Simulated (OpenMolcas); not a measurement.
# Ni²⁺: CASSCF terms and fine-structure levels

Which level of Ni²⁺ lies lowest, and where do the others fall? The reference wave functions come first, then spin-orbit coupling.

The numbers are computed with OpenMolcas 26.06 (state-averaged CASSCF, spin-orbit coupling by RASSI with atomic mean-field integrals), except any that are marked as measured or tabulated.

**1. What is computed**

| Quantity | Value |
| --- | --- |
| Species | Ni²⁺ (nickel, Z = 28, 26 electrons) |
| Basis | ANO-RCC-MB [4s3p1d], 18 functions |
| Scalar Hamiltonian | DKH2, point nucleus |
| Inactive shells | 1s 2s 2p 3s 3p |
| Active space | 8 electrons in 5 orbitals (3d) |
| Some configurations of this space | 3d8 |
| Orbitals | optimised for each spin and parity, averaged over all roots |

The outer shells:

3d8
```
3d [↑↓][↑↓][↑↓][↑ ][↑ ]
```

The work runs as a chain of OpenMolcas steps in one folder; each step below is one input file. Labels, J, g values, rates, χT and fits are worked out afterwards by a script from the matrices that RASSI stores.

**2. GATEWAY and SEWARD: basis and integrals**

File a.inp:

```
&GATEWAY
Coord
1

Ni 0.0 0.0 0.0
Basis=ANO-RCC-MB
Group=XYZ
NoMove
AngMom=0.0 0.0 0.0
AMFI
&SEWARD
```

**3. CASSCF: triplets of even parity, 10 roots**

File a.inp:

```
&RASSCF
FileOrb=start.orb
Symmetry=1
Spin=3
nActEl=8 0 0
Inactive=3 6
Ras2=5 0
CIRoot=10 10 1
SDav=10
CIMx=300
Iter=120 100
PrWF=0.3
OrbListing=Nothing
MaxOrb=0
Atom
>>> COPY $Project.JobIph JOB001
```

start.orb holds the contracted functions of the basis, ordered by shell, or the orbitals of the step before.

**4. CASSCF: singlets of even parity, 15 roots**

File a.inp:

```
&RASSCF
FileOrb=start.orb
Symmetry=1
Spin=1
nActEl=8 0 0
Inactive=3 6
Ras2=5 0
CIRoot=15 15 1
SDav=15
CIMx=300
Iter=120 100
PrWF=0.3
OrbListing=Nothing
MaxOrb=0
Atom
>>> COPY $Project.JobIph JOB002
```

**5. RASSI: spin-orbit coupling between the states**

File a.inp:

```
&RASSI
NrOfJobIphs=2 10 15
1 2 3 4 5 6 7 8 9 10
1 2 3 4 5 6 7 8 9 10 11 12 13 14 15
IphNames
JOB001
JOB002
EJob
SpinOrbit
DIPRint=1.0
SOCoupling=1000.0
Subsets=2
MEES
Property=10
'ANGMOM' 1 'ANGMOM' 2 'ANGMOM' 3 'MLTPL  1' 1 'MLTPL  1' 2 'MLTPL  1' 3
'AMFI' 1 'AMFI' 2 'AMFI' 3 'MLTPL  2' 6
SOProperty=3
'ANGMOM' 1 'ANGMOM' 2 'ANGMOM' 3
```

(Steps that only read results are left out.)

Before running it: what results should come out? Wanted: lowest level; first excited level; lowest level of another term; spin-orbit lowering of the lowest level; strongest of the lines computed, by gA.

**Answer**, as computed:

| quantity | value |
| --- | --- |
| method | CASSCF |
| lowest level | 3d8 3F4, 100 % of that term, g = 1.250 |
| ground level listed by NIST | 3F4 |
| first excited level | 3d8 3F3 at 0.1567 eV |
| lowest level of another term | 3d8 1D2 at 1.9392 eV |
| spin-orbit lowering of the lowest level | 0.1180 eV |
| strongest of the lines computed, by gA (one parity, so forbidden lines), at CASSCF energies | 3d8 1S0 → 3d8 1D2, 233.1 nm, A = 3.61e+01 s⁻¹ |

**Reading.** The multiplet 3F is inverted; its intervals divided by the larger J differ by 9 % of their mean, where Landé's rule for pure LS coupling makes them equal. The computed levels miss the measured ones by 2000 cm⁻¹ on average. Only the configurations of the active space and the roots asked for are present. Levels of other configurations are missing from the list.
